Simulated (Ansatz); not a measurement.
# Ti6HC4O3F: the cost of one run

Program: Ansatz 0.2.0. Level of theory: DFT PBE, scalar-relativistic, plane waves, PAW, and further levels as typed in the inputs. These are calculated values, not measurements.

## (1) The structure to begin with

It takes space group P-1 (No. 2, triclinic). The conventional cell has a = 6.100 Å, b = 6.100 Å, c = 27.000 Å, α = 90.00°, β = 90.00°, γ = 120.00°. Around Ti (site symmetry 1) lie 6 C at 2.15 Å. Around C (site symmetry 1) lie 6 Ti at 2.08 to 2.15 Å. Ti (site symmetry 1) is surrounded by 2 O at 2.02 to 2.13 Å and 3 C at 2.08 Å and 1 F at 2.14 Å. Around O (site symmetry 1) lie 3 Ti at 2.02 Å. O (site symmetry 1) is surrounded by 1 H at 0.97 Å. Around H (site symmetry 1) lie 1 O at 0.97 Å. Only part of the 15 independent sites is listed.

Structure file:

```cif
data_structure
_symmetry_space_group_name_H-M 'P-1'
_symmetry_Int_Tables_number 2
_cell_length_a 6.1000
_cell_length_b 6.1000
_cell_length_c 27.0000
_cell_angle_alpha 90.000
_cell_angle_beta 90.000
_cell_angle_gamma 120.000
_cell_volume 870.07
loop_
_atom_site_label
_atom_site_type_symbol
_atom_site_symmetry_multiplicity
_atom_site_Wyckoff_symbol
_atom_site_fract_x
_atom_site_fract_y
_atom_site_fract_z
_atom_site_occupancy
Ti1 Ti 2 i 0.75000 0.75000 0.50000 1
C1 C 2 i 0.91667 0.08333 0.54556 1
Ti2 Ti 2 i 0.08333 0.91667 0.58630 1
O1 O 2 i 0.75000 0.75000 0.62259 1
O2 O 2 i 0.75000 0.75000 0.36926 1
H1 H 2 i 0.75000 0.75000 0.33333 1
Ti3 Ti 2 i 0.75000 0.25000 0.50000 1
C2 C 2 i 0.91667 0.58333 0.54556 1
Ti4 Ti 2 i 0.08333 0.41667 0.58630 1
O3 O 2 i 0.75000 0.25000 0.62259 1
F1 F 2 i 0.75000 0.25000 0.36852 1
C3 C 2 i 0.41667 0.08333 0.54556 1
Ti5 Ti 2 i 0.58333 0.91667 0.58630 1
C4 C 2 i 0.41667 0.58333 0.54556 1
Ti6 Ti 2 i 0.58333 0.41667 0.58630 1
```

## (2) Relaxing cell and atoms: Ti12H2C8O6F2 sheet, no spin

input.yaml reads:

```yaml
crystal:
  lattice:
    - [6.1, 0.0, 0.0]
    - [-3.05, 5.2827549631, 0.0]
    - [0.0, 0.0, 27.0]
  atoms:
    - { symbol: Ti, position: [0.0, 0.0, 0.5] }
    - { symbol: C, position: [0.1666666667, 0.3333333333, 0.5455555556] }
    - { symbol: C, position: [0.3333333333, 0.1666666667, 0.4544444444] }
    - { symbol: Ti, position: [0.3333333333, 0.1666666667, 0.5862962963] }
    - { symbol: Ti, position: [0.1666666667, 0.3333333333, 0.4137037037] }
    - { symbol: O, position: [0.0, 0.0, 0.6225925926] }
    - { symbol: O, position: [0.0, 0.0, 0.3692592593] }
    - { symbol: H, position: [0.0, 0.0, 0.3333333333] }
    - { symbol: Ti, position: [0.0, 0.5, 0.5] }
    - { symbol: C, position: [0.1666666667, 0.8333333333, 0.5455555556] }
    - { symbol: C, position: [0.3333333333, 0.6666666667, 0.4544444444] }
    - { symbol: Ti, position: [0.3333333333, 0.6666666667, 0.5862962963] }
    - { symbol: Ti, position: [0.1666666667, 0.8333333333, 0.4137037037] }
    - { symbol: O, position: [0.0, 0.5, 0.6225925926] }
    - { symbol: F, position: [0.0, 0.5, 0.3685185185] }
    - { symbol: Ti, position: [0.5, 0.0, 0.5] }
    - { symbol: C, position: [0.6666666667, 0.3333333333, 0.5455555556] }
    - { symbol: C, position: [0.8333333333, 0.1666666667, 0.4544444444] }
    - { symbol: Ti, position: [0.8333333333, 0.1666666667, 0.5862962963] }
    - { symbol: Ti, position: [0.6666666667, 0.3333333333, 0.4137037037] }
    - { symbol: F, position: [0.5, 0.0, 0.6314814815] }
    - { symbol: O, position: [0.5, 0.0, 0.3774074074] }
    - { symbol: Ti, position: [0.5, 0.5, 0.5] }
    - { symbol: C, position: [0.6666666667, 0.8333333333, 0.5455555556] }
    - { symbol: C, position: [0.8333333333, 0.6666666667, 0.4544444444] }
    - { symbol: Ti, position: [0.8333333333, 0.6666666667, 0.5862962963] }
    - { symbol: Ti, position: [0.6666666667, 0.8333333333, 0.4137037037] }
    - { symbol: O, position: [0.5, 0.5, 0.6307407407] }
    - { symbol: H, position: [0.5, 0.5, 0.6666666667] }
    - { symbol: O, position: [0.5, 0.5, 0.3774074074] }
  periodic: [true, true, false]
scf:
  occupations: { method: gaussian, width: 0.05 }
  n_extra_bands: 6
output:
  forces: true
  stress: true
  write_density: true
  write_potential: true
  elf: true
  volumetric_format: npy
kpoints:
  mp_grid: { grid: [5, 5, 1] }
hamiltonian:
  xc: pbe
relax:
  f_tol: 0.02
  max_steps: 100
  cell: { stress_2d_tol: 0.1 }
```

Launch:

```bash
$ ansatz run input.yaml --threads 8 --pin off --max-ram 24576MiB --backend cpu --events-out ev --progress --plain --runs-dir out
```

What time and memory should one allow on 8 threads of Intel Xeon Platinum 8259CL at 2.50GHz (Skylake/Cascade Lake), shared host?

About 4.5 min, with a peak of 8 GiB.
